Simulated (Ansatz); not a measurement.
# FH3InNS: up Jacob's ladder to CCSD(T)

One table from this session's results is given with a row withheld; the runs are named, their logs left out.

Method: functionals in def2-TZVPP, the program's frozen cores in correlated methods; program: Ansatz 0.2.0, Gaussian basis.

Levels to be run: LDA (SPW92), PBE-D4, revPBE-D4, BLYP-D4, r2SCAN-D4, B97M-V, PBE0-D4, B3LYP-D4, r2SCANh-D4, r2SCAN0-D4, HSE06-D4, BHLYP-D4, CAM-B3LYP-D4, LC-ωPBE, ωB97X-V, ωB97M-V, B2PLYP, PBE-QIDH; CCSD(T)/def2-SVP; CCSD(T)/def2-TZVPP; MP2/def2-QZVPP; extrapolation to the limit; RPA on PBE.

**The geometry**

An earlier PBE0-D4 in a triple-zeta def2 set relaxation fixed the geometry. In takes the def2 core potential; no spin-orbit term is included.

7 atoms, charge 0, spin multiplicity 1.

Atoms are counted from 1 here; the program's logs count them from 0.

Bond lengths: N1–In2 2.006 Å, N1–H5 1.010 Å, N1–H6 1.011 Å, In2–F3 1.950 Å, In2–S4 2.358 Å, S4–H7 1.344 Å. Angles: In2–N1–H5 116.7°, In2–N1–H6 114.0°, H5–N1–H6 109.2°, N1–In2–F3 112.9°, N1–In2–S4 133.0°, F3–In2–S4 113.8°, In2–S4–H7 93.1°.

As a file:

```mol
FH3InNS
  3D, bonds by distance, orders not assigned

  7  6  0  0  0  0  0  0  0  0999 V2000
    0.9152    1.1645    0.2416 N   0  0
    0.0608   -0.6486    0.1563 In  0  0
    1.2278   -2.0696    0.8069 F   0  0
   -2.1216   -1.3742   -0.3644 S   0  0
    0.5874    1.8527   -0.4211 H   0  0
    1.9261    1.1446    0.2267 H   0  0
   -2.5345   -0.1374   -0.6918 H   0  0
  1  2  8  0
  2  3  8  0
  2  4  8  0
  1  5  8  0
  1  6  8  0
  4  7  8  0
M  END
```

Set-up of the first run:

Input file in.yaml:

```yaml
crystal:
  periodic: [false, false, false]
  atoms:
    - {symbol: N, position_ang: [0.915242, 1.164517, 0.241604]}
    - {symbol: In, position_ang: [0.060770, -0.648631, 0.156323]}
    - {symbol: F, position_ang: [1.227848, -2.069565, 0.806875]}
    - {symbol: S, position_ang: [-2.121591, -1.374242, -0.364353]}
    - {symbol: H, position_ang: [0.587356, 1.852664, -0.421069]}
    - {symbol: H, position_ang: [1.926149, 1.144606, 0.226691]}
    - {symbol: H, position_ang: [-2.534474, -0.137449, -0.691770]}
basis:
  gaussian: {orbitals: def2-TZVPP}
hamiltonian: {xc: lda}
output: {orbitals: {seedname: orbitals}}
```

Among the steps run: LDA; PBE-D4 (GGA); revPBE-D4 (GGA); BLYP-D4 (GGA); r2SCAN-D4 (meta-GGA); B97M-V (meta-GGA); PBE0-D4 (hybrid); B3LYP-D4 (hybrid); r2SCANh-D4 (hybrid); r2SCAN0-D4 (hybrid); HSE06-D4 (hybrid); BHLYP-D4 (hybrid); CAM-B3LYP-D4 (range-separated); LC-ωPBE-D4 (range-separated; the results give it without D4); ωB97X-V (range-separated); ωB97M-V (range-separated); B2PLYP (double hybrid); PBE-QIDH (double hybrid).

One of the session's tables, all rows but one given; the rest of the session is left out.

It belongs to the step «Orbital energies across the functionals». 

| functional | HOMO (eV) | LUMO (eV) | gap (eV) |
| --- | --- | --- | --- |
| LDA (SPW92) | -6.57 | -2.88 | 3.69 |
| PBE-D4 | -6.38 | -2.59 | 3.79 |
| revPBE-D4 | -6.31 | -2.46 | 3.84 |
| BLYP-D4 | -6.24 | -2.56 | 3.68 |
| r2SCAN-D4 | -6.68 | -2.35 | 4.33 |
| B97M-V | ? | ? | ? |
| PBE0-D4 | -7.72 | -1.71 | 6.00 |
| B3LYP-D4 | -7.47 | -2.04 | 5.42 |
| r2SCANh-D4 | -7.18 | -2.04 | 5.14 |
| r2SCAN0-D4 | -7.92 | -1.58 | 6.35 |
| HSE06-D4 | -7.31 | -2.08 | 5.23 |
| BHLYP-D4 | -8.89 | -0.91 | 7.98 |
| CAM-B3LYP-D4 | -9.08 | -0.81 | 8.27 |
| LC-ωPBE | -10.49 | 0.50 | 10.99 |
| ωB97X-V | -10.10 | 0.31 | 10.41 |
| ωB97M-V | -9.96 | 0.12 | 10.08 |

Q: Estimate the row for B97M-V from the others.

**Answer.** HOMO (eV): -6.71; LUMO (eV): -2.45; gap (eV): 4.25. In the column «HOMO (eV)» it lies between r2SCANh-D4 (-7.18) and r2SCAN-D4 (-6.68).
